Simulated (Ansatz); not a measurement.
## CH5ISn, SMILES [SnH3][CH2]I: harmonic frequencies at the relaxed geometry, step by step

With the Python package of Ansatz (0.2.0).

Interactive session:
```pycon
>>> import ansatz
>>> from ase import Atoms
>>> from ase.thermochemistry import IdealGasThermo
>>> import numpy as np
>>> geometry_ang = [
...     ('Sn', [-0.6584, 0.6433, -0.3318]),
...     ('C', [0.568, -0.9188, 0.2766]),
...     ('I', [2.3112, -0.1103, 1.1332]),
...     ('H', [-2.0884, 0.0391, -1.0615]),
...     ('H', [0.1357, 1.6665, -1.5389]),
...     ('H', [-1.1234, 1.6822, 1.0458]),
...     ('H', [0.8661, -1.5347, -0.5981]),
...     ('H', [0.0814, -1.5244, 1.0189]),
... ]
>>> system = ansatz.Crystal.molecule()
>>> for symbol, xyz in geometry_ang:
...     system = system.atom(symbol, xyz)
...
>>> job = system.calculation()
>>> job = job.basis(gaussian='def2-SVP')
>>> job = job.functional('PBE0')
>>> symbols = [site.symbol for site in system.cartesian_sites]
>>> start = np.array([site.position_ang for site in system.cartesian_sites], dtype=float)
>>> report = job.relax(force_tolerance=0.003).run(threads=1).report

>>> end = np.array(report['positions_ang'])
>>> print('bond        before    after (A)')
bond        before    after (A)
>>> for i, j in [(0, 1), (0, 3), (0, 4), (0, 5), (1, 2), (1, 6), (1, 7)]:
...     d0, d1 = (np.linalg.norm(xyz[i] - xyz[j]) for xyz in (start, end))
...     print(f'{symbols[i]}{i}-{symbols[j]}{j}'.ljust(10), f'{d0:8.4f} {d1:8.4f}')
...
Sn0-C1       2.0771   2.1651
Sn0-H3       1.7153   1.7171
Sn0-H4       1.7705   1.7096
Sn0-H5       1.7870   1.7097
C1-I2        2.1038   2.1533
C1-H6        1.1105   1.0976
C1-H7        1.0745   1.0976
>>> # frequencies need a stationary point, so they are taken at the relaxed geometry
>>> minimum = ansatz.Crystal.molecule()
>>> for symbol, xyz in zip(symbols, end):
...     minimum = minimum.atom(symbol, xyz.tolist())
...
>>> vibrating = (
...     minimum.calculation()
...     .basis(gaussian='def2-SVP')
...     .functional('PBE0')
...     .phonons(temperatures=(200, 600, 100))
... )
>>> vib = vibrating.run(threads=1).report['vibrations']
>>> sums = vib['harmonic_sums']
>>> modes = [m['omega_inv_cm'] for m in sums['modes_at_gamma'] if m['rigid_motion'] == 'no']
>>> print('frequencies (1/cm):', ' '.join(f'{w:.0f}' for w in modes))
frequencies (1/cm): 89 91 388 407 530 605 683 689 725 726 1013 1073 1385 1923 1951 1956 3125 3214
>>> print('imaginary modes:', sum(w < 0 for w in modes), ' zero-point energy:', round(sums['zero_point_energy_ev'], 4), 'eV')
imaginary modes: 0  zero-point energy: 1.2753 eV
>>> # rigid rotor and ideal gas, symmetry number taken as one
>>> gas = IdealGasThermo(vib_energies=[w / 8065.544 for w in modes if w > 0], geometry='linear' if len(modes) == 3 * len(symbols) - 5 else 'nonlinear',
...                      atoms=Atoms(symbols, positions=end), symmetrynumber=1, spin=0.0)
>>> print(f'H(298 K) - E = {gas.get_enthalpy(298.15, verbose=False):.4f} eV')
H(298 K) - E = 1.4598 eV
>>> print(f'S(298 K, 1 bar) = {96485.33 * gas.get_entropy(298.15, 1e5, verbose=False):.1f} J/(mol K) with symmetry number 1')
S(298 K, 1 bar) = 345.8 J/(mol K) with symmetry number 1
```

The frequencies are harmonic and unscaled, in a modest basis. The result belongs to the one conformer reached from this start, and soft torsions count as harmonic oscillators. def2 sets replace the cores of elements past krypton by effective core potentials. The entropy takes a symmetry number of 1; a symmetric molecule's is lower by R ln(sigma). Run time: 3.8 min on 1 thread of Intel(R) Xeon(R) Platinum 8375C CPU @ 2.90GHz (Ice Lake), on a shared host, peak memory 0.35 GiB.

(Lines on the test bed's own set-up are left out of the output.)
